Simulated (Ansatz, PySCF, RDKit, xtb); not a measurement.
**Si2NHF+: from the formula to a structure**

Only the formula Si2NHF+ is given (charge +1). Aim: find the structure of lowest free energy at 298.15 K, then its properties.

Plan: many cheap relaxations first (GFN2-xTB), then density-functional screening, relaxation at PBE0-D3(BJ)/def2-SVP, vibrations and a final energy. The numbers are computed, not measured.

8 further runs of the same task are left out: 8 set aside as unsound or not needed.

## Step 1: Drawing up candidates

All bonding patterns within simple valence rules are listed by program: one Lewis structure each, at most two rings and one unusual centre or charged pair. O–O, O–halogen and N–halogen bonds and N–N–N chains are not drawn. That gives 8 candidates.

```csv
label,SMILES,spin
c183,N=[Si]=[Si+]F,singlet
c219,F[SiH]=[N+]=[Si],singlet
c293,N#[Si][SiH+]F,singlet
c363,F[Si]1=[Si]=[NH+]1,singlet
c436,F[Si]1=[N+]=[SiH]1,singlet
c606,F[SiH]=[N+]=[Si],triplet
c764,F[Si]#[N+][SiH],singlet
c883,F[Si]#[N+][SiH],triplet
```

Candidates are built by distance geometry, with a force field where one applies, in up to four conformers (letters a to d). 11 starts with atoms placed at random are added, to find patterns that the rules miss.

Q: Predict the outcome of this search (final energies at CCSD(T)/def2-TZVPP).

| quantity | value |
| --- | --- |
| lowest structure found | F[SiH]=[N+]=[Si], singlet, Cs |
| next finalist | [NH]1[Si][F][Si]1 ‡, singlet, 6.2 kcal/mol higher in G |
| share at equilibrium, among the finalists | 100.0 % |
| harmonic wavenumbers, lowest and highest (PBE0-D3(BJ)/def2-SVP) | 116 and 2392 cm⁻¹ |
| rotational constants, same geometry | 0.8341, 0.06811, 0.06297 cm⁻¹ |
| HOMO energy (PBE0/def2-TZVPD) | -14.42 eV |
| LUMO energy (PBE0/def2-TZVPD) | -8.06 eV |
| HOMO–LUMO gap (PBE0/def2-TZVPD) | 6.36 eV |
| lowest excitation (TD-CAM-B3LYP/def2-SVPD) | 4.90 eV (f = 0.002) |
| strongest of the states computed, same level | 6.90 eV (f = 0.382) |
| lowest triplet excitation, same level, Tamm-Dancoff | 3.87 eV |
| vertical ionisation energy | 16.63 eV |
| vertical recombination energy (electron added) | 6.26 eV |
| vertical triplet less singlet | +3.76 eV |

The lowest structure found is `F[SiH]=[N+]=[Si]`. The margin of 6.2 kcal/mol over the next finalist is beyond the usual error of the last level; it says nothing of structures that weren't ranked. HF/def2-TZVPP and MP2/def2-TZVPP already put its bonding pattern lowest among the structures in one piece; PBE0-D3(BJ)/def2-SVP favours the singlet [NH]1[Si][F][Si]1 ‡. Lowest found is not proven lowest: the search is finite, and each finalist counts with one conformer.

‡ marks the bonded skeleton alone, with all bonds drawn single: no Lewis structure was assigned that passes a check against the bond lengths.
